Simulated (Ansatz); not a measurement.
# SiGeH5− (SMILES [SiH2-][GeH3]): functionals against CCSD(T) at one geometry

Aim: energy, forces and dipole at a structure displaced at random from a GFN2-xTB minimum, from CCSD(T) and from density functionals.

Method: single points in def2-TZVPPD; program: Ansatz 0.2.0, Gaussian basis.

Cores are frozen in the correlated methods. Filled d shells of the heavier atoms are correlated.

## 1. The system as given

SMILES `[SiH2-][GeH3]`, 7 atoms, charge -1, spin multiplicity 1.

Atoms are counted from 1 here; the program's logs count them from 0.

Bond lengths: Si1–Ge2 2.341 Å, Si1–H3 1.542 Å, Si1–H4 1.556 Å, Ge2–H5 1.452 Å, Ge2–H6 1.678 Å, Ge2–H7 1.636 Å. Angles: Ge2–Si1–H3 101.9°, Ge2–Si1–H4 97.4°, H3–Si1–H4 88.4°, Si1–Ge2–H5 108.7°, Si1–Ge2–H6 144.4°, Si1–Ge2–H7 106.2°, H5–Ge2–H6 95.9°, H5–Ge2–H7 101.0°, H6–Ge2–H7 93.4°.

As a file:

```xyz
7
GeH5Si
Si    0.0570   -1.5893   -0.3655
Ge    0.0986    0.7250   -0.0141
H     0.0567   -2.1291    1.0785
H    -1.4893   -1.7623   -0.3846
H    -0.0343    1.3931   -1.2969
H    -0.5430    1.9776    0.8998
H     1.6426    1.1009    0.3744
```

## 2. CCSD(T)/def2-TZVPPD

File run/in.yaml:

```yaml
crystal:
  periodic: [false, false, false]
  atoms:
    - {symbol: Si, position_ang: [0.057000, -1.589300, -0.365500]}
    - {symbol: Ge, position_ang: [0.098600, 0.725000, -0.014100]}
    - {symbol: H, position_ang: [0.056700, -2.129100, 1.078500]}
    - {symbol: H, position_ang: [-1.489300, -1.762300, -0.384600]}
    - {symbol: H, position_ang: [-0.034300, 1.393100, -1.296900]}
    - {symbol: H, position_ang: [-0.543000, 1.977600, 0.899800]}
    - {symbol: H, position_ang: [1.642600, 1.100900, 0.374400]}
basis:
  gaussian: {orbitals: "def2-TZVPPD.json"}
total_charge: -1
correlation: {method: ccsd_t}
output: {forces: true}
```

The basis file named in the input lies beside it (Basis Set Exchange, JSON).

No record of the launch command was kept for these runs.

## 3. PBE0-D4/def2-TZVPPD

Changes to run/in.yaml since step 2:

```diff
@@ -13,3 +13,3 @@
 total_charge: -1
-correlation: {method: ccsd_t}
-output: {forces: true}
+hamiltonian: {xc: pbe0, dispersion: d4}
+output: {forces: true, orbitals: {seedname: orbitals}}
```

## 4. wB97M-V/def2-TZVPPD

Changes to run/in.yaml since step 3:

```diff
@@ -13,3 +13,3 @@
 total_charge: -1
-hamiltonian: {xc: pbe0, dispersion: d4}
-output: {forces: true, orbitals: {seedname: orbitals}}
+hamiltonian: {xc: {name: wB97M-V}}
+output: {forces: true}
```

## 5. r2SCAN-D4/def2-TZVPPD

Changes to run/in.yaml since step 4:

```diff
@@ -13,3 +13,3 @@
 total_charge: -1
-hamiltonian: {xc: {name: wB97M-V}}
+hamiltonian: {xc: r2scan, dispersion: d4}
 output: {forces: true}
```

## 6. PBE-D4/def2-TZVPPD

Changes to run/in.yaml since step 5:

```diff
@@ -13,3 +13,3 @@
 total_charge: -1
-hamiltonian: {xc: r2scan, dispersion: d4}
+hamiltonian: {xc: pbe, dispersion: d4}
 output: {forces: true}
```

## 7. BHLYP-D4/def2-TZVPPD

Changes to run/in.yaml since step 6:

```diff
@@ -13,3 +13,3 @@
 total_charge: -1
-hamiltonian: {xc: pbe, dispersion: d4}
+hamiltonian: {xc: {name: BHLYP}, dispersion: d4}
 output: {forces: true}
```

## 8. wB97X-V/def2-TZVPPD

Changes to run/in.yaml since step 7:

```diff
@@ -13,3 +13,3 @@
 total_charge: -1
-hamiltonian: {xc: {name: BHLYP}, dispersion: d4}
+hamiltonian: {xc: {name: wB97X-V}}
 output: {forces: true}
```

(Steps that only read results are left out.)

**Question.** What will these runs give? Wanted: RMS force component; RMS force error; HOMO and LUMO, PBE0-D4; T1 diagnostic.

As calculated:

```
              quantity                                                                                            value
   RMS force component                                                             0.861 to 0.960 eV/Å over the methods
       RMS force error  PBE0-D4 0.080, wB97M-V 0.034, r2SCAN-D4 0.087, PBE-D4 0.190, BHLYP-D4 0.084, wB97X-V 0.038 eV/Å
HOMO and LUMO, PBE0-D4                                                                                -0.85 and 3.77 eV
         T1 diagnostic                                                                                            0.014
```

What this shows: For forces wB97M-V does best and PBE-D4 worst. Frozen-core CCSD(T) forces in triple zeta carry basis errors of their own, and this is one geometry, so small gaps rank nothing.
